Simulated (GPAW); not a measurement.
SnTe3:

```xyz
4
Lattice="0.0000 3.8612 3.8612 3.8612 0.0000 3.8612 3.8612 3.8612 0.0000" Properties=species:S:1:pos:R:3 pbc="T T T"
Te    3.8612    3.8612    3.8612
Te    5.7918    5.7918    5.7918
Te    1.9306    1.9306    1.9306
Sn    0.0000    0.0000    0.0000
```

The cell comes from a database or a generator and needn't be the stable form of this composition.

| Quantity | Value |
| --- | --- |
| Program | GPAW 26.7.0 |
| Task | relaxation of cell and atoms |
| Functional | PBEsol |
| Dispersion | D3 |
| Potentials or basis | PAW data sets generated in the run's folder for this functional |
| Cutoff | 600 eV |
| Basis | pw |
| k mesh | 6 × 6 × 6 |
| Occupations | fermi-dirac, width 0.05 eV |
| Spin | no spin polarisation |

At the start: pressure -4.0 GPa; volume 28.78 Å³/atom.

**Question.** How do energy, volume and symmetry change on relaxing?

**Answer.** Over 4 steps the energy falls by 30.2 meV/atom and the volume is 26.46 Å³/atom (-8.1 %); space group Fm-3m (No. 225, to 0.05 Å).

Step by step:
```tsv
step	energy change (eV)	largest force (eV/Å)	pressure (GPa)	volume (Å³)
1	0.0000	0.0000	-3.97	115.13
2	-0.0204	0.0000	-3.67	114.26
3	-0.1200	0.0000	0.41	105.01
4	-0.1209	0.0000	-0.04	105.84
```

Final structure:
```
CELL_PARAMETERS angstrom
0.00000 3.75441 3.75441
3.75441 0.00000 3.75441
3.75441 3.75441 0.00000
ATOMIC_POSITIONS crystal
Te 0.50000 0.50000 0.50000
Te 0.75000 0.75000 0.75000
Te 0.25000 0.25000 0.25000
Sn 0.00000 0.00000 0.00000
```

Caveat: later steps reuse the first step's grids; pairwise dispersion overbinds metals, which lowers pressure and volume.
